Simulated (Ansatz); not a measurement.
What does this script print? It uses the Ansatz DFT code, driven from Python.

The script reads `cu.cif`:
```cif
data_Cu
_cell_length_a 2.534097
_cell_length_b 2.534097
_cell_length_c 4.112571
_cell_angle_alpha 90.00000
_cell_angle_beta 90.00000
_cell_angle_gamma 120.00000
_symmetry_space_group_name_H-M 'P 1'
_symmetry_Int_Tables_number 1
loop_
_symmetry_equiv_pos_as_xyz
'x, y, z'
loop_
_atom_site_label
_atom_site_type_symbol
_atom_site_fract_x
_atom_site_fract_y
_atom_site_fract_z
Cu1 Cu    0.333333    0.666667    0.250000
Cu2 Cu    0.666667    0.333333    0.750000
```

`smear.py`:
```python
'''Smearing width test for Cu.'''

from dataclasses import dataclass

import ansatz
from ase.io import read
from tabulate import tabulate


@dataclass(frozen=True)
class Options:
    functional: str = 'LDA'
    mesh: tuple[int, ...] = (15, 15, 8)
    scf_tol: float = 1e-09


opts = Options()


def main() -> None:
    atoms = read('cu.cif')
    xtal = ansatz.Crystal.from_ase(atoms)

    base = xtal.calculation()
    base = base.functional(opts.functional)
    base = base.kpoints(*opts.mesh)
    base = base.scf(tolerance=opts.scf_tol)

    rows = []
    for value in [0.5, 0.3, 0.2, 0.1]:
        report = base.occupations('cold', width=value).run(threads=1, pin='off').report
        rows.append((value, report['free_energy_ev'] / len(report['lattice']['sites']), report['n_iterations'], report['n_kpoints']))

    print(tabulate(rows, headers=['width (eV)', 'F/atom (eV)', 'iterations', 'k-points'], floatfmt='.4f', tablefmt='github'))

    # differences from the last row
    for row in rows[:-1]:
        shift = 1000 * (row[1] - rows[-1][1])
        print(f'{row[0]}: {shift:+.2f} meV/atom' + ('  (within 2 meV)' if abs(shift) < 2 else ''))


if __name__ == '__main__':
    main()
```

```console
$ python smear.py
DeckWarning: the atoms were moved onto the symmetric positions of the space group found under crystal.symmetry.tolerance 1.0e-5 (fractional; no operation is sought that the atoms, as they stand in a round, miss by more than twice it, and no atom is moved by as much as it), and the run uses the moved positions. Before [...]
DeckWarning: basis.ecutwfc = 420 eV, auto-derived from the records' recommended cutoffs: set by Cu (normal level)
|   width (eV) |   F/atom (eV) |   iterations |   k-points |
|--------------|---------------|--------------|------------|
|       0.5000 |    -6555.6978 |            6 |        135 |
|       0.3000 |    -6555.7000 |            6 |        135 |
|       0.2000 |    -6555.6993 |            6 |        135 |
|       0.1000 |    -6555.6982 |            6 |        135 |
0.5: +0.36 meV/atom  (within 2 meV)
0.3: -1.81 meV/atom  (within 2 meV)
0.2: -1.14 meV/atom  (within 2 meV)
```
(Warnings from the package without file and line, shortened.)

Going from 0.1 to 0.5 eV changes F by +0.4 meV an atom. This scheme is built to cancel the term in the square of the width, so the shifts stay small and are partly the mesh's error.

Caveats:
- The narrowest width needs the finest mesh, so the last row is no converged reference.
- This isn't the structure that Cu takes at ambient conditions.
- Wall time of the script: 10 s on 1 thread of Intel(R) Xeon(R) Processor @ 2.30GHz, with other jobs on the host, peak memory 0.57 GiB.
